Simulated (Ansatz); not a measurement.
# C₂H₁₀InN: up Jacob's ladder to CCSD(T)

The task here is to estimate one member of a computed series from the others.

Program: Ansatz 0.2.0, Gaussian basis. Level of theory: functionals in def2-TZVPP, the program's frozen cores in correlated methods. These are calculated values, not measurements.

Plan: LDA (SPW92), PBE-D4, revPBE-D4, BLYP-D4, r2SCAN-D4, B97M-V, PBE0-D4, B3LYP-D4, r2SCANh-D4, r2SCAN0-D4, HSE06-D4, BHLYP-D4, CAM-B3LYP-D4, LC-ωPBE, ωB97X-V, ωB97M-V, B2PLYP, PBE-QIDH; CCSD(T)/def2-SVP; CCSD(T)/def2-TZVPP; MP2/def2-QZVPP; extrapolation to the limit; RPA on PBE.

2 further runs of the same task are left out: 2 for a known fault of the program. Runs told in other sessions of the task aren't counted.

## Structure used throughout

An earlier PBE0-D4 in a triple-zeta def2 set relaxation fixed the geometry. In takes the def2 core potential; no spin-orbit term is included.

SMILES `C[NH+](C)[InH3-]`, 14 atoms, charge 0, spin multiplicity 1.

Atoms are counted from 1 here; the program's logs count them from 0.

Bond lengths: C1–N2 1.461 Å, C1–H5 1.090 Å, C1–H6 1.096 Å, C1–H7 1.091 Å, N2–C3 1.461 Å, N2–In4 2.374 Å, N2–H8 1.014 Å, C3–H9 1.091 Å, C3–H10 1.090 Å, C3–H11 1.096 Å, In4–H12 1.738 Å, In4–H13 1.739 Å, In4–H14 1.738 Å. Angles: N2–C1–H5 109.6°, N2–C1–H6 112.0°, N2–C1–H7 108.9°, H5–C1–H6 109.4°, H5–C1–H7 108.2°, H6–C1–H7 108.7°, C1–N2–C3 112.4°, C1–N2–In4 110.8°, C1–N2–H8 109.0°, C3–N2–In4 110.9°, C3–N2–H8 109.0°, In4–N2–H8 104.5°, N2–C3–H9 108.9°, N2–C3–H10 109.6°, N2–C3–H11 112.0°, H9–C3–H10 108.2°, H9–C3–H11 108.7°, H10–C3–H11 109.4° and more.

The first run:

File in.yaml:

```yaml
crystal:
  periodic: [false, false, false]
  atoms:
    - {symbol: C, position_ang: [-0.114285, 1.213141, -0.899652]}
    - {symbol: N, position_ang: [-0.456120, 0.195094, 0.090419]}
    - {symbol: C, position_ang: [0.038209, 0.528384, 1.423841]}
    - {symbol: In, position_ang: [0.323650, -1.940990, -0.591316]}
    - {symbol: H, position_ang: [-0.541027, 0.941683, -1.865320]}
    - {symbol: H, position_ang: [-0.475155, 2.206794, -0.608997]}
    - {symbol: H, position_ang: [0.971286, 1.252596, -1.005318]}
    - {symbol: H, position_ang: [-1.465178, 0.097552, 0.127846]}
    - {symbol: H, position_ang: [1.129333, 0.543023, 1.402616]}
    - {symbol: H, position_ang: [-0.278607, -0.236620, 2.132830]}
    - {symbol: H, position_ang: [-0.319442, 1.508126, 1.761858]}
    - {symbol: H, position_ang: [-0.309021, -2.833602, 0.759219]}
    - {symbol: H, position_ang: [2.007552, -1.508291, -0.591394]}
    - {symbol: H, position_ang: [-0.524197, -1.996093, -2.107630]}
basis:
  gaussian: {orbitals: def2-TZVPP}
hamiltonian: {xc: lda}
output: {orbitals: {seedname: orbitals}}
```

Launch:

```bash
> ansatz run in.yaml --threads 4 --pin off --events-out ev --progress --plain --max-ram 10444MiB
```

Steps of the session up to this table: LDA; PBE-D4 (GGA); revPBE-D4 (GGA); BLYP-D4 (GGA); r2SCAN-D4 (meta-GGA); B97M-V (meta-GGA); PBE0-D4 (hybrid); B3LYP-D4 (hybrid); r2SCANh-D4 (hybrid); r2SCAN0-D4 (hybrid); HSE06-D4 (hybrid); BHLYP-D4 (hybrid); CAM-B3LYP-D4 (range-separated); LC-ωPBE (range-separated); ωB97X-V (range-separated); ωB97M-V (range-separated); B2PLYP (double hybrid); PBE-QIDH (double hybrid).

One table of the session follows, with a row left open; its other results are not shown here.

It belongs to the step «Orbital energies across the functionals». 

```
  functional  HOMO (eV)  gap (eV)
 LDA (SPW92)      -6.19      5.05
      PBE-D4      -6.10      5.20
   revPBE-D4      -6.06      5.27
     BLYP-D4      -6.01      5.17
   r2SCAN-D4      -6.40      5.94
      B97M-V      -6.51      5.67
     PBE0-D4      -7.28      7.11
    B3LYP-D4      -7.10      6.68
  r2SCANh-D4      -6.82      6.61
  r2SCAN0-D4      -7.47      7.59
    HSE06-D4          ?         ?
    BHLYP-D4      -8.39      8.85
CAM-B3LYP-D4      -8.65      9.24
     LC-ωPBE     -10.00     11.63
     ωB97X-V      -9.67     11.17
     ωB97M-V      -9.50     10.58
```

Estimate the missing values for HSE06-D4.

As computed: HOMO (eV): -6.88; gap (eV): 6.36. In the column «HOMO (eV)» it lies between B3LYP-D4 (-7.10) and r2SCANh-D4 (-6.82).
